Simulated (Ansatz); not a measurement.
# Ti3PO2: the cost of one run

Program: Ansatz 0.2.0 through its Python package. Level of theory: DFT PBE, plane waves, norm-conserving potentials. These are calculated values, not measurements.

**1. Starting point**

It takes space group P-3m1 (No. 164, trigonal). Conventional cell: a = 3.172 Å, b = 3.172 Å, c = 8.023 Å, α = 90.00°, β = 90.00°, γ = 120.00°. Ti (site symmetry 3m) has 3 O at 2.20 Å and 3 P at 2.47 Å as nearest neighbours. Around Ti (site symmetry -3m) lie 6 O at 2.16 Å. P (site symmetry -3m) has 6 Ti at 2.47 Å as nearest neighbours. O (site symmetry 3m) has 6 Ti at 2.16 to 2.20 Å as nearest neighbours.

The script holds or builds the structure itself.

**2. Script**

Contents of ti3po2.py:

```python
from collections import Counter
import warnings

import ansatz as az
import numpy as np

warnings.simplefilter("ignore", az.DeckWarning)

deck = {
    "crystal": {
        "lattice": [[3.17241, 0.0, 0.0], [-1.586205, 2.747388, 0.0], [0.0, 0.0, 8.022821]],
        "atoms": [
            {"symbol": "Ti", "position": [0.333333, 0.666667, 0.706756]},
            {"symbol": "Ti", "position": [0.666667, 0.333333, 0.293244]},
            {"symbol": "Ti", "position": [0.0, 0.0, 0.0]},
            {"symbol": "P", "position": [0.0, 0.0, 0.5]},
            {"symbol": "O", "position": [0.333333, 0.666667, 0.142257]},
            {"symbol": "O", "position": [0.666667, 0.333333, 0.857743]},
        ],
    },
    "kpoints": {"mp_grid": {"grid": [8, 8, 3]}},
    "hamiltonian": {"xc": "pbe", "pseudopotentials": {"kind": "nc"}},
    "scf": {
        "occupations": {"method": "gaussian", "width": 0.15},
        "mixing": {"algorithm": "broyden", "beta": 0.3},
        "algorithm": "density_mixing",
    },
    "basis": {"ecutwfc": "18 Ha"},
    "output": {"forces": True, "stress": True, "eigenvalues": True},
}

done = az.Session.from_dict(deck).plan().execute()
r = done.report

energy = r["free_energy_ev"]
print("Ti3PO2: {:.6f} eV = {:.6f} Ry = {:.6f} Ha".format(energy, energy / 13.605693, energy / 27.211386))
print("Fermi level {:.4f} eV, {} k-points, {} symmetry operations".format(r["fermi_energy_ev"], r["n_kpoints"], r["n_symmetry_ops"]))

sigma = r["stress_gpa"]
voigt = [sigma[0][0], sigma[1][1], sigma[2][2], sigma[1][2], sigma[0][2], sigma[0][1]]
print("stress xx yy zz yz xz xy (GPa, compression positive):", " ".join(f"{s:.3f}" for s in voigt))
print("P =", round(10 * float(np.mean(voigt[:3])), 2), "kbar")

told = Counter((n["data"]["severity"], n["data"]["kind"]) for n in done.notices if n["event"] == "notice")
for (severity, kind), count in sorted(told.items()):
    print(f"{severity:8s} {kind} x{count}")
```

**3. What the engine is handed**

The engine receives this input:

```yaml
crystal:
  lattice:
    - [3.17241, 0.0, 0.0]
    - [-1.586205, 2.747388, 0.0]
    - [0.0, 0.0, 8.022821]
  atoms:
    - { symbol: Ti, position: [0.333333, 0.666667, 0.706756] }
    - { symbol: Ti, position: [0.666667, 0.333333, 0.293244] }
    - { symbol: Ti, position: [0.0, 0.0, 0.0] }
    - { symbol: P, position: [0.0, 0.0, 0.5] }
    - { symbol: O, position: [0.333333, 0.666667, 0.142257] }
    - { symbol: O, position: [0.666667, 0.333333, 0.857743] }
kpoints:
  mp_grid:
    grid: [8, 8, 3]
hamiltonian:
  xc: pbe
  pseudopotentials:
    kind: nc
scf:
  occupations:
    method: gaussian
    width: 0.15
  mixing:
    algorithm: broyden
    beta: 0.3
  algorithm: density_mixing
basis:
  ecutwfc: "18 Ha"
output:
  forces: true
  stress: true
  eigenvalues: true
```

**4. Running it**

Run with:

```sh
$ python ti3po2.py
```

**Question.** How long does this script take on 1 thread of Arm Neoverse V1, shared host, and how much memory does it need?

About 6.9 s, with a peak of 0.29 GiB.
